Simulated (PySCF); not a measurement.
# C4H12OTc (TcOMe4): the cost of one run

Computed with PySCF 2.14.0 and routines of our own; the level stands in each step. Atoms count from 0.

## 1. The system as given

18 atoms, charge 0, multiplicity 2; geometry from: GFN2-xTB.

## 2. Open-shell or spin-flip excitations: unrestricted TDA B3LYP/def2-SVP Tc:def2-TZVP

What the job is given:

```
{"job": {"kind": "uabs", "xc": "B3LYP", "basis": {"default": "def2-SVP", "Tc": "def2-TZVP"}, "nstates": 15, "tda": true, "pol": false}, "charge": 0, "multiplicity": 2}
Tc    -0.056920     0.059540     0.715690
O      0.071700    -0.069010     2.360810
C      1.961940    -0.018050    -0.078510
H      2.564520     0.760820     0.385920
H      1.956360     0.164180    -1.155410
H      2.471230    -0.963760     0.092540
C      0.077530     2.037370    -0.089330
H     -0.152690     2.016810    -1.160110
H      1.026370     2.558910     0.024450
H     -0.680050     2.653740     0.401290
C     -2.043320    -0.062700    -0.072550
H     -2.591280     0.842340     0.202210
H     -2.635210    -0.905010     0.284110
H     -2.026630    -0.122920    -1.165520
C      0.005700    -1.961770    -0.074790
H     -0.909530    -2.507010     0.146810
H      0.829550    -2.537700     0.341540
H      0.130740    -1.945790    -1.159140
```

With the program's defaults for keys left out, this is: unrestricted TDA B3LYP/def2-SVP Tc:def2-TZVP, vertical, gas phase, core orbitals frozen in the response.

Launch:

```console
OMP_NUM_THREADS=1 python excited_run.py task.json out
```

This one command runs all jobs of the session in turn.

**Question.** How long does this first job take on 1 thread of Arm Neoverse V1, shared host, and how much memory does it need?

About 55 s, with a peak of 0.64 GiB.
